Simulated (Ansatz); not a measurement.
**C3H6SSi: basis-set convergence**

One table from this session's results is given with a row withheld; the runs are named, their logs left out.

Computed with Ansatz 0.2.0, Gaussian basis. Level: one geometry, several basis sets.

Plan: PBE0-D4/def2-SVP; ωB97M-V/def2-SVP; PBE0-D4/def2-QZVPP; ωB97M-V/def2-QZVPP; the functionals' def2-TZVPP values are taken from earlier runs.

## Structure used throughout

The geometry comes from an earlier relaxation with PBE0-D4 in a triple-zeta def2 set; it is a stationary point, not always the lowest conformer.

SMILES `[SiH3]C1C=CS1`, 11 atoms, charge 0, spin multiplicity 1.

Atoms are counted from 1 here; the program's logs count them from 0.

Bond lengths: Si1–C2 1.882 Å, Si1–H6 1.487 Å, Si1–H7 1.483 Å, Si1–H8 1.490 Å, C2–C3 1.496 Å, C2–S5 1.848 Å, C2–H9 1.093 Å, C3–C4 1.338 Å, C3–H10 1.082 Å, C4–S5 1.757 Å, C4–H11 1.081 Å. Angles: C2–Si1–H6 110.0°, C2–Si1–H7 108.6°, C2–Si1–H8 109.5°, H6–Si1–H7 110.6°, H6–Si1–H8 108.4°, H7–Si1–H8 109.7°, Si1–C2–C3 114.7°, Si1–C2–S5 109.4°, Si1–C2–H9 113.3°, C3–C2–S5 88.6°, C3–C2–H9 116.3°, S5–C2–H9 111.9°, C2–C3–C4 99.6°, C2–C3–H10 128.8°, C4–C3–H10 131.5°, C3–C4–S5 97.8°, C3–C4–H11 134.4°, S5–C4–H11 127.7° and more.

Set-up of the first run:

File in.yaml:

```yaml
crystal:
  periodic: [false, false, false]
  atoms:
    - {symbol: Si, position_ang: [-1.514010, -0.100120, 0.619811]}
    - {symbol: C, position_ang: [0.268991, 0.483159, 0.464152]}
    - {symbol: C, position_ang: [1.206674, -0.523317, -0.124023]}
    - {symbol: C, position_ang: [1.424763, 0.044056, -1.316269]}
    - {symbol: S, position_ang: [0.453047, 1.487661, -1.075984]}
    - {symbol: H, position_ang: [-2.408192, 1.058644, 0.879430]}
    - {symbol: H, position_ang: [-1.898633, -0.784273, -0.638072]}
    - {symbol: H, position_ang: [-1.629271, -1.048510, 1.762823]}
    - {symbol: H, position_ang: [0.626249, 1.020713, 1.345955]}
    - {symbol: H, position_ang: [1.556144, -1.454991, 0.302156]}
    - {symbol: H, position_ang: [1.979641, -0.240022, -2.199478]}
basis:
  gaussian: {orbitals: def2-SVP}
hamiltonian: {xc: pbe0, dispersion: d4}
output: {orbitals: {seedname: orbitals}}
```

Steps of the session up to this table: PBE0-D4 in def2-SVP; ωB97M-V in def2-SVP; PBE0-D4 in def2-QZVPP; ωB97M-V in def2-QZVPP.

One table of the session follows, with a row left open; its other results are not shown here.

It belongs to the step «Density functionals: the series». 

```
functional       basis  HOMO (eV)  LUMO (eV)
   PBE0-D4    def2-SVP      -6.36       0.07
   PBE0-D4  def2-TZVPP      -6.41      -0.33
   PBE0-D4  def2-QZVPP      -6.43      -0.46
   ωB97M-V    def2-SVP      -8.47       2.22
   ωB97M-V  def2-TZVPP          ?          ?
   ωB97M-V  def2-QZVPP      -8.56       1.31
```

Q: Estimate the row for ωB97M-V, def2-TZVPP from the others.

**Answer.** HOMO (eV): -8.54; LUMO (eV): 1.63. In the column «HOMO (eV)» it lies between ωB97M-V, def2-QZVPP (-8.56) and ωB97M-V, def2-SVP (-8.47).
